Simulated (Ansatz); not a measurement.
Born–Oppenheimer molecular dynamics of a periodic cell of 16 atoms, Li (start crystal Li, start structure bcc, volume 1.1 times the crystal's). It goes on from the last frame of an earlier run, with new velocities.

All numbers below come from DFT LDA, scalar-relativistic, plane waves, PAW in Ansatz 0.2.0. Settings: cutoff 420 eV, k mesh 3x3x3, fermi-dirac smearing 0.1 eV, no spin polarisation.

| Quantity | Value |
| --- | --- |
| ensemble | NVT, Langevin thermostat |
| time step | 1 fs |
| steps asked | 380 |
| set temperature | 720 K |
| friction | 0.02 /fs |
| temperature schedule | 285 steps to 300 K, then 95 steps to 300 K |
| seed | 557734 |

Frames 5 fs apart, positions in Å.

Velocities at 310.0 fs (Å/ps):

```
Li 2.18 3.01 2.36
Li -0.23 5.33 8.14
Li 3.78 6.76 9.15
Li -2.08 -2.26 -3.73
Li 1.47 6.44 -11.51
Li -4.62 -0.02 -1.35
Li -5.15 -7.18 8.71
Li 3.63 4.10 0.41
Li 4.69 5.19 14.27
Li 1.88 -0.83 1.11
Li -3.75 1.82 -7.05
Li 3.24 0.46 -11.09
Li 0.27 5.31 1.93
Li -2.97 -4.74 2.68
Li 3.26 -4.18 -5.09
Li -12.88 -7.84 6.85
```

```xyz
16
Lattice="7.2053 0.0000 0.0000 0.0000 7.2053 0.0000 0.0000 0.0000 7.2053" Properties=species:S:1:pos:R:3 time_fs=310.0 energy_less_start_eV=-1.421 T=265
Li 0.165 0.364 0.119
Li 4.092 -0.125 -0.279
Li 0.554 3.822 0.280
Li 0.597 0.416 3.561
Li 2.713 2.056 2.268
Li 3.681 4.064 -0.028
Li 4.563 0.203 3.619
Li 5.871 2.134 1.718
Li 0.413 3.655 3.930
Li 2.257 5.700 1.997
Li 2.293 2.003 5.431
Li 3.976 4.210 3.961
Li 5.810 5.562 1.856
Li 6.116 2.229 5.500
Li 1.958 5.772 5.644
Li 6.008 5.223 5.560
16
Lattice="7.2053 0.0000 0.0000 0.0000 7.2053 0.0000 0.0000 0.0000 7.2053" Properties=species:S:1:pos:R:3 time_fs=315.0 energy_less_start_eV=-1.444 T=313
Li 0.170 0.379 0.133
Li 4.099 -0.086 -0.228
Li 0.573 3.855 0.315
Li 0.572 0.402 3.539
Li 2.708 2.099 2.215
Li 3.656 4.047 -0.024
Li 4.543 0.152 3.651
Li 5.870 2.157 1.726
Li 0.432 3.670 3.992
Li 2.266 5.694 2.016
Li 2.279 2.015 5.398
Li 3.994 4.206 3.901
Li 5.815 5.569 1.863
Li 6.098 2.204 5.507
Li 1.981 5.745 5.610
Li 5.945 5.190 5.590
16
Lattice="7.2053 0.0000 0.0000 0.0000 7.2053 0.0000 0.0000 0.0000 7.2053" Properties=species:S:1:pos:R:3 time_fs=320.0 energy_less_start_eV=-1.472 T=259
Li 0.174 0.378 0.166
Li 4.122 -0.043 -0.190
Li 0.599 3.883 0.322
Li 0.539 0.383 3.511
Li 2.694 2.145 2.177
Li 3.632 4.018 -0.021
Li 4.517 0.093 3.670
Li 5.868 2.177 1.741
Li 0.452 3.670 4.021
Li 2.280 5.686 2.038
Li 2.248 2.036 5.382
Li 4.016 4.191 3.833
Li 5.824 5.566 1.878
Li 6.072 2.176 5.511
Li 2.012 5.721 5.560
Li 5.891 5.183 5.616
16
Lattice="7.2053 0.0000 0.0000 0.0000 7.2053 0.0000 0.0000 0.0000 7.2053" Properties=species:S:1:pos:R:3 time_fs=325.0 energy_less_start_eV=-1.511 T=259
Li 0.192 0.383 0.211
Li 4.161 0.005 -0.156
Li 0.627 3.902 0.338
Li 0.507 0.350 3.487
Li 2.655 2.179 2.146
Li 3.631 3.980 -0.031
Li 4.494 0.030 3.686
Li 5.858 2.191 1.755
Li 0.476 3.665 4.022
Li 2.295 5.687 2.058
Li 2.220 2.061 5.369
Li 4.047 4.173 3.781
Li 5.824 5.566 1.877
Li 6.040 2.147 5.523
Li 2.028 5.708 5.505
Li 5.859 5.200 5.641
16
Lattice="7.2053 0.0000 0.0000 0.0000 7.2053 0.0000 0.0000 0.0000 7.2053" Properties=species:S:1:pos:R:3 time_fs=330.0 energy_less_start_eV=-1.524 T=299
Li 0.207 0.381 0.269
Li 4.192 0.057 -0.106
Li 0.641 3.919 0.353
Li 0.476 0.312 3.465
Li 2.617 2.192 2.129
Li 3.629 3.930 -0.047
Li 4.452 -0.014 3.696
Li 5.845 2.202 1.776
Li 0.511 3.655 4.022
Li 2.308 5.679 2.093
Li 2.172 2.080 5.366
Li 4.074 4.154 3.737
Li 5.816 5.569 1.874
Li 5.999 2.133 5.537
Li 2.026 5.705 5.458
Li 5.824 5.217 5.686
16
Lattice="7.2053 0.0000 0.0000 0.0000 7.2053 0.0000 0.0000 0.0000 7.2053" Properties=species:S:1:pos:R:3 time_fs=335.0 energy_less_start_eV=-1.536 T=293
Li 0.245 0.356 0.330
Li 4.226 0.102 -0.058
Li 0.649 3.945 0.357
Li 0.457 0.275 3.448
Li 2.580 2.210 2.102
Li 3.623 3.863 -0.055
Li 4.399 -0.054 3.717
Li 5.829 2.217 1.808
Li 0.539 3.666 3.996
Li 2.325 5.676 2.118
Li 2.131 2.095 5.389
Li 4.096 4.132 3.701
Li 5.808 5.575 1.869
Li 5.968 2.114 5.549
Li 2.034 5.683 5.435
Li 5.794 5.241 5.738
16
Lattice="7.2053 0.0000 0.0000 0.0000 7.2053 0.0000 0.0000 0.0000 7.2053" Properties=species:S:1:pos:R:3 time_fs=340.0 energy_less_start_eV=-1.551 T=296
Li 0.294 0.321 0.372
Li 4.243 0.147 -0.011
Li 0.670 3.955 0.340
Li 0.443 0.245 3.429
Li 2.547 2.225 2.079
Li 3.615 3.806 -0.050
Li 4.353 -0.083 3.746
Li 5.797 2.249 1.845
Li 0.557 3.676 3.940
Li 2.344 5.683 2.125
Li 2.107 2.103 5.419
Li 4.125 4.097 3.650
Li 5.800 5.574 1.859
Li 5.957 2.083 5.576
Li 2.039 5.666 5.416
Li 5.779 5.260 5.791
16
Lattice="7.2053 0.0000 0.0000 0.0000 7.2053 0.0000 0.0000 0.0000 7.2053" Properties=species:S:1:pos:R:3 time_fs=345.0 energy_less_start_eV=-1.567 T=282
Li 0.353 0.274 0.399
Li 4.230 0.198 0.026
Li 0.696 3.944 0.319
Li 0.427 0.223 3.412
Li 2.511 2.232 2.068
Li 3.615 3.750 -0.035
Li 4.306 -0.105 3.795
Li 5.780 2.279 1.870
Li 0.569 3.708 3.884
Li 2.355 5.693 2.119
Li 2.090 2.108 5.455
Li 4.150 4.038 3.598
Li 5.797 5.565 1.854
Li 5.941 2.059 5.601
Li 2.033 5.670 5.380
Li 5.780 5.289 5.840
16
Lattice="7.2053 0.0000 0.0000 0.0000 7.2053 0.0000 0.0000 0.0000 7.2053" Properties=species:S:1:pos:R:3 time_fs=350.0 energy_less_start_eV=-1.571 T=240
Li 0.406 0.232 0.419
Li 4.221 0.248 0.067
Li 0.733 3.928 0.309
Li 0.402 0.200 3.399
Li 2.484 2.218 2.059
Li 3.606 3.691 -0.051
Li 4.278 -0.114 3.829
Li 5.755 2.281 1.893
Li 0.566 3.757 3.822
Li 2.362 5.691 2.100
Li 2.066 2.104 5.491
Li 4.159 3.989 3.557
Li 5.806 5.553 1.837
Li 5.917 2.031 5.620
Li 2.051 5.697 5.348
Li 5.787 5.300 5.856
16
Lattice="7.2053 0.0000 0.0000 0.0000 7.2053 0.0000 0.0000 0.0000 7.2053" Properties=species:S:1:pos:R:3 time_fs=355.0 energy_less_start_eV=-1.584 T=253
Li 0.452 0.214 0.434
Li 4.220 0.297 0.111
Li 0.747 3.898 0.305
Li 0.370 0.173 3.390
Li 2.452 2.185 2.052
Li 3.602 3.647 -0.080
Li 4.260 -0.117 3.855
Li 5.711 2.271 1.905
Li 0.558 3.803 3.748
Li 2.366 5.688 2.080
Li 2.051 2.079 5.512
Li 4.160 3.941 3.545
Li 5.807 5.534 1.822
Li 5.898 2.012 5.643
Li 2.079 5.741 5.336
Li 5.788 5.308 5.871
16
Lattice="7.2053 0.0000 0.0000 0.0000 7.2053 0.0000 0.0000 0.0000 7.2053" Properties=species:S:1:pos:R:3 time_fs=360.0 energy_less_start_eV=-1.600 T=253
Li 0.493 0.206 0.445
Li 4.200 0.347 0.155
Li 0.757 3.868 0.313
Li 0.334 0.148 3.394
Li 2.416 2.143 2.060
Li 3.590 3.604 -0.103
Li 4.251 -0.124 3.888
Li 5.681 2.255 1.934
Li 0.538 3.844 3.691
Li 2.366 5.683 2.057
Li 2.048 2.029 5.539
Li 4.144 3.903 3.560
Li 5.817 5.515 1.795
Li 5.887 2.004 5.664
Li 2.117 5.789 5.334
Li 5.795 5.320 5.889
16
Lattice="7.2053 0.0000 0.0000 0.0000 7.2053 0.0000 0.0000 0.0000 7.2053" Properties=species:S:1:pos:R:3 time_fs=365.0 energy_less_start_eV=-1.617 T=271
Li 0.533 0.196 0.437
Li 4.163 0.389 0.201
Li 0.759 3.830 0.333
Li 0.299 0.121 3.404
Li 2.376 2.107 2.067
Li 3.583 3.571 -0.121
Li 4.242 -0.116 3.914
Li 5.655 2.213 1.960
Li 0.519 3.883 3.646
Li 2.368 5.664 2.018
Li 2.049 1.980 5.561
Li 4.120 3.860 3.588
Li 5.844 5.481 1.764
Li 5.882 2.012 5.673
Li 2.132 5.836 5.331
Li 5.806 5.341 5.904
```

Of the whole run (380 fs, mean temperature of the second half 352 K): The schedule's set-point averaged 335 K over the second half and the system 352 K. A run of 0.38 ps of so small a system gives no equilibrium averages. Limits of this set-up: coarse k mesh.

Run time: 34 min on 2 threads of Arm Neoverse V1, with other jobs on the host, peak memory 0.74 GiB.
